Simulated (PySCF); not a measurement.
# H18N6Ru ([Ru(NH3)6]2+): the cost of one run

Programs: PySCF 2.14.0, with routines of our own; each step states its level. All values are computed. Atoms count from 0.

### Step 1. The system as given

25 atoms, charge 2, states of the metal's open shell are computed; geometry from: model start, shaken.

### Step 2. Optimising the geometry at PBE0-D3(BJ)/def2-SVP

What the job is given:

```
{"job": {"xc": "PBE0", "basis": "def2-SVP", "d3": "d3bj", "grid": 1, "maxiter": 45, "solvent": "water", "kind": "geom"}, "charge": 2, "metal": "Ru", "open_shell": "d6"}
Ru     0.000020     0.004480    -0.004110
N     -0.013360    -0.006820     2.035130
H      0.943260     0.020100     2.432950
H     -0.480490     0.823450     2.445690
H     -0.469600    -0.830060     2.439900
N      0.010430    -0.020160    -2.056860
H     -0.970880    -0.019340    -2.467960
H      0.467650     0.797090    -2.436270
H      0.473530    -0.818910    -2.478090
N      2.041920    -0.000730     0.001700
H      2.417380     0.935190    -0.014680
H      2.428200    -0.455270     0.803990
H      2.439850    -0.457910    -0.824860
N     -2.051680     0.001660     0.000960
H     -2.458710    -0.941210     0.020380
H     -2.463540     0.484070     0.817900
H     -2.449960     0.501190    -0.804670
N     -0.017990     2.051120     0.008650
H     -0.002830     2.450580     0.941360
H      0.826110     2.461910    -0.481310
H     -0.813060     2.433390    -0.469270
N     -0.017810    -2.058690    -0.002940
H      0.013480    -2.423160    -0.962210
H      0.804190    -2.430630     0.441290
H     -0.823050    -2.441800     0.490030
```

Launch:

```
OMP_NUM_THREADS=1 python lf_run.py task.json out
```

This one command runs all jobs of the session in turn.

Q: Estimate the wall time and peak memory of this first job on 1 thread of Intel Xeon Platinum 8488C, shared host.

About 4.7 min, with a peak of 2.2 GiB.
